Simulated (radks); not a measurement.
**The first electron to leave Cd⁸⁺**

Cd⁸⁺ stands in [Kr] 4d4. From which sub-shell is an electron easiest to take? Each removal is a run of its own. The parent's configuration is the lowest that an earlier search found at this level.

Method: scalar-relativistic Kohn-Sham, PBEsol, spin-polarised, spherical densities, finite nucleus; open shells are filled with parallel spins first. Code: radks (a radial shooting solver on a logarithmic mesh, Libxc functionals) version 1.

2 further runs of the same task are left out: 2 set aside as unsound or not needed.

### 1 What is computed

| Property | Result |
| --- | --- |
| element | cadmium (Z = 48) |
| charge | +8 |
| electrons | 40 |
| configuration | [Kr] 4d4 |
| nuclear rms radius | 4.6087 fm |

Outer shells as boxes (Hund's rule):

Cd⁸⁺
```
[Kr] core
4d [↑ ][↑ ][↑ ][↑ ][  ]
```

### 2 The parent, Cd⁸⁺

From an earlier run at this level the parent has E = -5573.071722 hartree and these outer levels (eV):

```
  level  occupation  energy (eV)
  3d up           5      -540.42
3d down           5      -539.30
  4s up           1      -244.37
4s down           1      -239.75
  4p up           3      -203.34
4p down           3      -198.63
  4d up           4      -141.63
4d down           0      -136.95
```

### 3 Remove 4d: [Kr] 4d3

The run's settings:

```text
Z 48
configuration [Kr] 4d3
relativity scalar-relativistic
functional pbe_sol,pbe_sol
spin polarised
nucleus finite rms 4.6087 fm
c 137.035999084
```

### 4 Remove 4p: [Ar] 3d10 4s2 4p5 4d4

Input: that of step 3 with these lines changed.

```diff
@@ -1,3 +1,3 @@
 Z 48
-configuration [Kr] 4d3
+configuration [Ar] 3d10 4s2 4p5 4d4
 relativity scalar-relativistic
```

### 5 Remove 4s: [Ar] 3d10 4s1 4p6 4d4

The run's settings:

```text
Z 48
configuration [Ar] 3d10 4s1 4p6 4d4
relativity scalar-relativistic
functional pbe_sol,pbe_sol
spin polarised
nucleus finite rms 4.6087 fm
c 137.035999084
```

### 6 Remove 3d: [Ar] 3d9 4s2 4p6 4d4

The run's settings:

```text
Z 48
configuration [Ar] 3d9 4s2 4p6 4d4
relativity scalar-relativistic
functional pbe_sol,pbe_sol
spin polarised
nucleus finite rms 4.6087 fm
c 137.035999084
```

Q: Predict the outcome of this session. Wanted: for each run, case; final configuration; Δ-SCF; −ε of the level emptied.

As calculated:

```
     case    final configuration  Δ-SCF (eV)  −ε of the level emptied (eV)
remove 4d               [Kr] 4d3      152.12                        141.63
remove 4p  [Ar] 3d10 4s2 4p5 4d4      209.73                        198.63
remove 4s  [Ar] 3d10 4s1 4p6 4d4      251.39                        239.75
remove 3d   [Ar] 3d9 4s2 4p6 4d4      564.41                        539.30
```

What this shows: The 4d electron leaves first, at 152.12 eV; the next cheapest, 4p, costs 209.73 eV. 4d is also the highest occupied level of the parent. NIST lists 150 eV (theoretical), between the same two configurations. Open shells are spherical and high-spin; term and fine-structure splittings are not resolved.
